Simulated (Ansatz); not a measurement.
# F2H4N2Ti: small, medium and large basis sets

An exercise on one series of results from a longer session: the logs are not shown, and one member is left open.

Program: Ansatz 0.2.0, Gaussian basis. Level of theory: one geometry, several basis sets. These are calculated values, not measurements.

The runs, in order: PBE0-D4/def2-SVP; ωB97M-V/def2-SVP; PBE0-D4/def2-QZVPP; ωB97M-V/def2-QZVPP; the functionals' def2-TZVPP values are taken from earlier runs.

**Structure used throughout**

All runs share one geometry, relaxed beforehand with PBE0-D4 in a triple-zeta def2 set.

9 atoms, charge 0, spin multiplicity 1.

Atoms are counted from 1 here; the program's logs count them from 0.

Bond lengths: N1–Ti2 1.871 Å, N1–H6 1.008 Å, N1–H7 1.011 Å, Ti2–N3 1.864 Å, Ti2–F4 1.769 Å, Ti2–F5 1.769 Å, N3–H8 1.011 Å, N3–H9 1.011 Å. Angles: Ti2–N1–H6 126.1°, Ti2–N1–H7 123.1°, H6–N1–H7 110.8°, N1–Ti2–N3 106.2°, N1–Ti2–F4 109.2°, N1–Ti2–F5 109.2°, N3–Ti2–F4 110.5°, N3–Ti2–F5 110.5°, F4–Ti2–F5 111.1°, Ti2–N3–H8 124.4°, Ti2–N3–H9 124.3°, H8–N3–H9 110.5°.

Set-up of the first run:

File in.yaml:

```yaml
crystal:
  periodic: [false, false, false]
  atoms:
    - {symbol: N, position_ang: [-1.242704, 0.648852, -0.680145]}
    - {symbol: Ti, position_ang: [0.418568, -0.189400, -0.486227]}
    - {symbol: N, position_ang: [0.684950, -0.398471, 1.346460]}
    - {symbol: F, position_ang: [0.372437, -1.763966, -1.290364]}
    - {symbol: F, position_ang: [1.675464, 0.842656, -1.181267]}
    - {symbol: H, position_ang: [-1.858291, 0.927585, 0.068339]}
    - {symbol: H, position_ang: [-1.641756, 0.883620, -1.579242]}
    - {symbol: H, position_ang: [0.467565, -1.240560, 1.862314]}
    - {symbol: H, position_ang: [1.212267, 0.243385, 1.923033]}
basis:
  gaussian: {orbitals: def2-SVP}
hamiltonian: {xc: pbe0, dispersion: d4}
output: {orbitals: {seedname: orbitals}}
```

Command:

```
> ansatz run in.yaml --threads 4 --pin off --events-out ev --progress --plain --max-ram 10444MiB
```

Among the steps run: PBE0-D4 in def2-SVP; ωB97M-V in def2-SVP; PBE0-D4 in def2-QZVPP; ωB97M-V in def2-QZVPP.

One table of the session follows, with a row left open; its other results are not shown here.

It belongs to the step «Functionals by basis». 

| functional | basis | HOMO (eV) |
| --- | --- | --- |
| PBE0-D4 | def2-SVP | -7.51 |
| PBE0-D4 | def2-TZVPP | -7.80 |
| PBE0-D4 | def2-QZVPP | -7.82 |
| ωB97M-V | def2-SVP | -9.88 |
| ωB97M-V | def2-TZVPP | -10.18 |
| ωB97M-V | def2-QZVPP | ? |

Estimate the missing values for ωB97M-V, def2-QZVPP.

The run gave: HOMO (eV): -10.21. In the column «HOMO (eV)» it is the lowest.
